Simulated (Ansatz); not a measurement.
Born–Oppenheimer molecular dynamics of a periodic cell of 16 atoms, WC (start crystal WC, start structure P-6m2, volume 1.15 times the crystal's). It goes on from the last frame of an earlier run, with new velocities.

These are results of DFT PBEsol, scalar-relativistic, plane waves, PAW (Ansatz), not measurements. Settings: accuracy low, PAW set soft_1, cutoff 420 eV, k mesh 2x2x2, fermi-dirac smearing 0.36 eV, no spin polarisation.

* ensemble: NVT, Nosé–Hoover chain
* time step: 0.75 fs
* steps asked: 240
* set temperature: 2520 K
* thermostat: time constant 200 fs, chain length 3
* seed: 292737

Frames 0.75 fs apart, positions in Å, forces in eV/Å.

Velocities at 150 fs (Å/ps):

```
W 5.05 -0.71 -3.76
C 23.33 -13.48 -20.31
W -9.88 -3.30 2.36
C 5.96 -4.20 -5.47
W -2.58 1.44 -1.09
C 3.68 -7.79 -16.93
W 1.73 -5.65 1.45
C 18.05 1.78 -19.35
W -3.01 -1.95 4.35
C 10.10 13.16 20.49
W 0.65 -2.00 0.42
C -5.12 42.56 15.19
W 1.53 3.59 -2.56
C -6.08 27.05 18.23
W 1.95 4.67 -1.16
C 19.92 0.83 7.94
```

```xyz
16
Lattice="-3.0445 -5.2732 0.0000 4.5667 -2.6366 0.0000 0.0000 0.0000 5.9460" Properties=species:S:1:pos:R:3:forces:R:3 time_fs=150 energy_less_start_eV=-3.857 T=3528
W 0.104 -5.447 0.092 0.10 1.76 -1.29
C 1.881 -4.262 1.322 -2.89 0.57 -0.50
W 0.015 -5.120 2.910 -2.43 -0.98 0.68
C 1.357 -4.246 4.257 -0.31 -1.36 2.42
W -1.540 -2.554 -0.140 2.21 -1.99 0.27
C 0.390 -1.612 1.399 -0.25 -2.10 1.11
W -1.822 -2.322 2.974 6.14 -4.78 -0.33
C -0.045 -1.677 4.229 -1.40 -1.59 2.98
W 1.560 -2.826 -0.173 -0.78 3.35 1.99
C 3.400 -1.599 1.674 -0.33 -0.61 -0.71
W 1.490 -2.647 2.999 1.10 3.75 -2.27
C 2.647 -1.463 4.503 0.77 -1.35 -0.85
W 0.051 -0.109 0.287 0.31 2.86 -4.35
C -1.099 -4.195 1.237 -1.36 -0.61 0.44
W 0.090 -0.160 3.011 -0.34 4.12 -0.66
C -1.638 -4.128 4.119 -0.55 -1.04 1.08
16
Lattice="-3.0445 -5.2732 0.0000 4.5667 -2.6366 0.0000 0.0000 0.0000 5.9460" Properties=species:S:1:pos:R:3:forces:R:3 time_fs=150.75 energy_less_start_eV=-3.722 T=3450
W 0.107 -5.448 0.089 0.02 2.01 -0.94
C 1.897 -4.272 1.307 -3.04 0.81 -0.27
W 0.008 -5.122 2.912 -2.27 -0.81 0.74
C 1.362 -4.249 4.254 -0.36 -1.30 2.47
W -1.542 -2.553 -0.141 2.44 -2.10 0.17
C 0.393 -1.619 1.387 -0.24 -2.00 1.20
W -1.821 -2.327 2.975 6.12 -4.73 -0.46
C -0.032 -1.677 4.215 -1.52 -1.68 3.11
W 1.557 -2.828 -0.170 -0.72 3.36 1.82
C 3.407 -1.590 1.689 -0.35 -0.67 -0.86
W 1.491 -2.649 2.999 1.18 3.74 -2.30
C 2.643 -1.431 4.514 0.60 -1.75 -1.02
W 0.052 -0.106 0.285 0.30 2.87 -4.25
C -1.104 -4.174 1.250 -1.24 -0.82 0.33
W 0.091 -0.156 3.010 -0.19 4.12 -0.79
C -1.623 -4.128 4.125 -0.72 -1.05 1.06
16
Lattice="-3.0445 -5.2732 0.0000 4.5667 -2.6366 0.0000 0.0000 0.0000 5.9460" Properties=species:S:1:pos:R:3:forces:R:3 time_fs=151.5 energy_less_start_eV=-3.569 T=3362
W 0.111 -5.448 0.086 -0.03 2.26 -0.58
C 1.913 -4.282 1.291 -3.17 1.04 -0.01
W 0.001 -5.125 2.914 -2.11 -0.64 0.79
C 1.366 -4.253 4.251 -0.41 -1.23 2.50
W -1.544 -2.552 -0.141 2.66 -2.21 0.06
C 0.395 -1.626 1.375 -0.24 -1.87 1.27
W -1.819 -2.331 2.976 6.08 -4.67 -0.60
C -0.020 -1.676 4.203 -1.63 -1.74 3.22
W 1.555 -2.829 -0.167 -0.67 3.38 1.65
C 3.414 -1.580 1.704 -0.38 -0.73 -1.02
W 1.491 -2.650 2.999 1.24 3.70 -2.32
C 2.640 -1.400 4.525 0.44 -2.16 -1.21
W 0.053 -0.103 0.283 0.30 2.87 -4.14
C -1.109 -4.155 1.264 -1.13 -1.03 0.24
W 0.093 -0.152 3.010 -0.06 4.09 -0.89
C -1.609 -4.128 4.132 -0.89 -1.06 1.04
16
Lattice="-3.0445 -5.2732 0.0000 4.5667 -2.6366 0.0000 0.0000 0.0000 5.9460" Properties=species:S:1:pos:R:3:forces:R:3 time_fs=152.25 energy_less_start_eV=-3.404 T=3269
W 0.115 -5.449 0.083 -0.06 2.51 -0.22
C 1.927 -4.291 1.276 -3.30 1.27 0.28
W -0.007 -5.127 2.916 -1.94 -0.45 0.84
C 1.370 -4.258 4.250 -0.44 -1.16 2.51
W -1.546 -2.551 -0.142 2.90 -2.33 -0.07
C 0.398 -1.634 1.364 -0.25 -1.73 1.32
W -1.817 -2.336 2.977 6.03 -4.61 -0.74
C -0.008 -1.677 4.192 -1.73 -1.77 3.29
W 1.553 -2.830 -0.163 -0.62 3.39 1.48
C 3.422 -1.571 1.718 -0.40 -0.79 -1.17
W 1.492 -2.651 2.999 1.28 3.64 -2.33
C 2.637 -1.370 4.535 0.27 -2.56 -1.41
W 0.054 -0.101 0.281 0.30 2.83 -4.02
C -1.115 -4.135 1.278 -1.04 -1.22 0.17
W 0.094 -0.148 3.009 0.06 4.05 -0.96
C -1.595 -4.129 4.139 -1.05 -1.06 1.02
16
Lattice="-3.0445 -5.2732 0.0000 4.5667 -2.6366 0.0000 0.0000 0.0000 5.9460" Properties=species:S:1:pos:R:3:forces:R:3 time_fs=153 energy_less_start_eV=-3.229 T=3171
W 0.119 -5.449 0.080 -0.07 2.76 0.16
C 1.939 -4.299 1.261 -3.43 1.48 0.60
W -0.015 -5.130 2.917 -1.76 -0.27 0.89
C 1.374 -4.263 4.250 -0.48 -1.08 2.49
W -1.548 -2.550 -0.143 3.13 -2.46 -0.21
C 0.400 -1.643 1.353 -0.27 -1.56 1.35
W -1.815 -2.340 2.978 5.97 -4.54 -0.87
C 0.003 -1.678 4.182 -1.81 -1.78 3.34
W 1.550 -2.831 -0.160 -0.58 3.40 1.32
C 3.429 -1.563 1.732 -0.43 -0.85 -1.32
W 1.493 -2.652 2.999 1.31 3.56 -2.33
C 2.634 -1.342 4.545 0.11 -2.96 -1.62
W 0.056 -0.098 0.279 0.31 2.77 -3.89
C -1.121 -4.117 1.292 -0.96 -1.39 0.11
W 0.096 -0.145 3.008 0.17 3.98 -1.01
C -1.581 -4.130 4.146 -1.21 -1.06 0.99
16
Lattice="-3.0445 -5.2732 0.0000 4.5667 -2.6366 0.0000 0.0000 0.0000 5.9460" Properties=species:S:1:pos:R:3:forces:R:3 time_fs=153.75 energy_less_start_eV=-3.050 T=3070
W 0.123 -5.449 0.077 -0.07 3.01 0.54
C 1.950 -4.307 1.246 -3.55 1.69 0.94
W -0.022 -5.132 2.919 -1.58 -0.08 0.93
C 1.377 -4.269 4.251 -0.50 -1.01 2.45
W -1.549 -2.550 -0.144 3.37 -2.58 -0.36
C 0.402 -1.652 1.343 -0.30 -1.38 1.38
W -1.813 -2.345 2.979 5.90 -4.45 -1.00
C 0.013 -1.680 4.174 -1.89 -1.75 3.36
W 1.548 -2.833 -0.156 -0.53 3.41 1.15
C 3.435 -1.554 1.745 -0.45 -0.92 -1.46
W 1.493 -2.653 2.999 1.33 3.45 -2.32
C 2.631 -1.315 4.553 -0.05 -3.36 -1.84
W 0.057 -0.095 0.276 0.32 2.70 -3.76
C -1.128 -4.099 1.306 -0.89 -1.56 0.06
W 0.097 -0.141 3.007 0.26 3.88 -1.03
C -1.568 -4.131 4.154 -1.37 -1.04 0.96
16
Lattice="-3.0445 -5.2732 0.0000 4.5667 -2.6366 0.0000 0.0000 0.0000 5.9460" Properties=species:S:1:pos:R:3:forces:R:3 time_fs=154.5 energy_less_start_eV=-2.870 T=2970
W 0.126 -5.449 0.075 -0.05 3.25 0.92
C 1.960 -4.314 1.231 -3.66 1.88 1.29
W -0.030 -5.135 2.921 -1.40 0.11 0.97
C 1.381 -4.275 4.253 -0.53 -0.93 2.39
W -1.551 -2.549 -0.145 3.61 -2.70 -0.51
C 0.404 -1.662 1.333 -0.34 -1.19 1.39
W -1.811 -2.350 2.980 5.82 -4.36 -1.12
C 0.022 -1.683 4.168 -1.95 -1.69 3.35
W 1.546 -2.833 -0.153 -0.49 3.42 0.99
C 3.442 -1.546 1.758 -0.47 -0.98 -1.60
W 1.494 -2.654 2.999 1.34 3.33 -2.30
C 2.627 -1.289 4.561 -0.21 -3.74 -2.08
W 0.058 -0.091 0.274 0.33 2.60 -3.62
C -1.135 -4.081 1.321 -0.84 -1.71 0.02
W 0.099 -0.136 3.006 0.35 3.75 -1.02
C -1.556 -4.133 4.163 -1.52 -1.02 0.93
16
Lattice="-3.0445 -5.2732 0.0000 4.5667 -2.6366 0.0000 0.0000 0.0000 5.9460" Properties=species:S:1:pos:R:3:forces:R:3 time_fs=155.25 energy_less_start_eV=-2.695 T=2872
W 0.130 -5.449 0.072 -0.02 3.47 1.29
C 1.967 -4.320 1.217 -3.76 2.05 1.65
W -0.038 -5.138 2.923 -1.21 0.29 1.00
C 1.384 -4.281 4.256 -0.54 -0.85 2.30
W -1.552 -2.548 -0.145 3.84 -2.82 -0.67
C 0.406 -1.673 1.325 -0.38 -0.98 1.39
W -1.809 -2.355 2.981 5.73 -4.27 -1.23
C 0.031 -1.687 4.163 -2.01 -1.61 3.32
W 1.543 -2.834 -0.149 -0.44 3.42 0.83
C 3.448 -1.539 1.769 -0.49 -1.04 -1.73
W 1.495 -2.655 2.999 1.35 3.20 -2.27
C 2.624 -1.265 4.568 -0.37 -4.10 -2.31
W 0.059 -0.088 0.271 0.35 2.50 -3.48
C -1.143 -4.065 1.335 -0.79 -1.86 -0.02
W 0.100 -0.132 3.005 0.42 3.60 -0.99
C -1.544 -4.136 4.172 -1.67 -1.00 0.91
16
Lattice="-3.0445 -5.2732 0.0000 4.5667 -2.6366 0.0000 0.0000 0.0000 5.9460" Properties=species:S:1:pos:R:3:forces:R:3 time_fs=156 energy_less_start_eV=-2.530 T=2780
W 0.134 -5.449 0.069 0.01 3.68 1.65
C 1.973 -4.326 1.204 -3.85 2.20 2.00
W -0.045 -5.140 2.925 -1.02 0.46 1.02
C 1.387 -4.288 4.260 -0.55 -0.77 2.20
W -1.553 -2.548 -0.146 4.06 -2.93 -0.82
C 0.408 -1.684 1.317 -0.43 -0.77 1.39
W -1.806 -2.361 2.982 5.64 -4.16 -1.32
C 0.038 -1.692 4.160 -2.06 -1.50 3.26
W 1.541 -2.835 -0.146 -0.39 3.43 0.66
C 3.454 -1.532 1.780 -0.51 -1.10 -1.85
W 1.496 -2.656 2.999 1.34 3.06 -2.24
C 2.621 -1.243 4.574 -0.52 -4.44 -2.53
W 0.060 -0.085 0.268 0.37 2.38 -3.35
C -1.151 -4.049 1.349 -0.75 -2.00 -0.04
W 0.102 -0.128 3.004 0.49 3.43 -0.93
C -1.533 -4.139 4.181 -1.81 -0.98 0.88
16
Lattice="-3.0445 -5.2732 0.0000 4.5667 -2.6366 0.0000 0.0000 0.0000 5.9460" Properties=species:S:1:pos:R:3:forces:R:3 time_fs=156.75 energy_less_start_eV=-2.382 T=2697
W 0.138 -5.449 0.066 0.05 3.87 1.98
C 1.977 -4.330 1.192 -3.93 2.33 2.35
W -0.053 -5.143 2.927 -0.83 0.63 1.03
C 1.390 -4.295 4.266 -0.56 -0.70 2.08
W -1.554 -2.547 -0.147 4.26 -3.02 -0.95
C 0.410 -1.696 1.309 -0.49 -0.55 1.39
W -1.803 -2.366 2.983 5.54 -4.04 -1.40
C 0.045 -1.697 4.158 -2.11 -1.37 3.19
W 1.539 -2.836 -0.142 -0.34 3.44 0.50
C 3.460 -1.526 1.790 -0.53 -1.16 -1.96
W 1.496 -2.656 2.999 1.33 2.91 -2.19
C 2.618 -1.223 4.579 -0.66 -4.75 -2.73
W 0.062 -0.082 0.265 0.39 2.25 -3.22
C -1.159 -4.035 1.363 -0.73 -2.12 -0.07
W 0.103 -0.123 3.002 0.54 3.24 -0.86
C -1.523 -4.142 4.191 -1.93 -0.95 0.85
16
Lattice="-3.0445 -5.2732 0.0000 4.5667 -2.6366 0.0000 0.0000 0.0000 5.9460" Properties=species:S:1:pos:R:3:forces:R:3 time_fs=157.5 energy_less_start_eV=-2.255 T=2625
W 0.141 -5.449 0.064 0.08 4.02 2.28
C 1.980 -4.333 1.181 -3.98 2.43 2.67
W -0.061 -5.145 2.929 -0.63 0.78 1.03
C 1.392 -4.303 4.271 -0.56 -0.62 1.95
W -1.555 -2.547 -0.148 4.44 -3.10 -1.05
C 0.411 -1.707 1.302 -0.56 -0.33 1.39
W -1.800 -2.371 2.984 5.43 -3.92 -1.46
C 0.050 -1.702 4.157 -2.15 -1.23 3.09
W 1.536 -2.836 -0.139 -0.29 3.45 0.34
C 3.466 -1.520 1.800 -0.55 -1.21 -2.06
W 1.497 -2.657 2.998 1.32 2.76 -2.14
C 2.614 -1.205 4.583 -0.78 -5.02 -2.90
W 0.063 -0.078 0.262 0.41 2.12 -3.09
C -1.168 -4.021 1.377 -0.70 -2.24 -0.09
W 0.104 -0.119 3.001 0.59 3.03 -0.78
C -1.514 -4.146 4.201 -2.05 -0.92 0.82
16
Lattice="-3.0445 -5.2732 0.0000 4.5667 -2.6366 0.0000 0.0000 0.0000 5.9460" Properties=species:S:1:pos:R:3:forces:R:3 time_fs=158.25 energy_less_start_eV=-2.156 T=2568
W 0.145 -5.448 0.061 0.10 4.14 2.53
C 1.980 -4.335 1.171 -4.00 2.50 2.96
W -0.069 -5.147 2.931 -0.44 0.92 1.03
C 1.394 -4.310 4.279 -0.56 -0.55 1.80
W -1.556 -2.547 -0.149 4.60 -3.16 -1.13
C 0.412 -1.719 1.296 -0.63 -0.11 1.38
W -1.797 -2.377 2.984 5.33 -3.79 -1.51
C 0.055 -1.709 4.158 -2.18 -1.08 2.98
W 1.534 -2.836 -0.135 -0.24 3.46 0.18
C 3.471 -1.514 1.808 -0.57 -1.25 -2.15
W 1.498 -2.657 2.998 1.30 2.61 -2.08
C 2.610 -1.190 4.585 -0.90 -5.26 -3.03
W 0.064 -0.075 0.259 0.43 1.99 -2.97
C -1.177 -4.008 1.391 -0.69 -2.35 -0.11
W 0.106 -0.114 3.000 0.62 2.82 -0.68
C -1.506 -4.150 4.211 -2.16 -0.89 0.80
```

Of the whole run (180 fs, mean temperature of the second half 3443 K): The conserved energy stayed within 0.27 meV per atom of its start (net change -0.25 meV per atom), so the integration is sound. The mean temperature of the second half is 37 % above the set value. A run of 0.18 ps of so small a system gives no equilibrium averages. Limits of this set-up: coarse k mesh, PAW files made for another functional, low accuracy level.

Time of the run: 22 min on 1 thread of Arm Neoverse V1, on a shared host, peak memory 0.63 GiB.
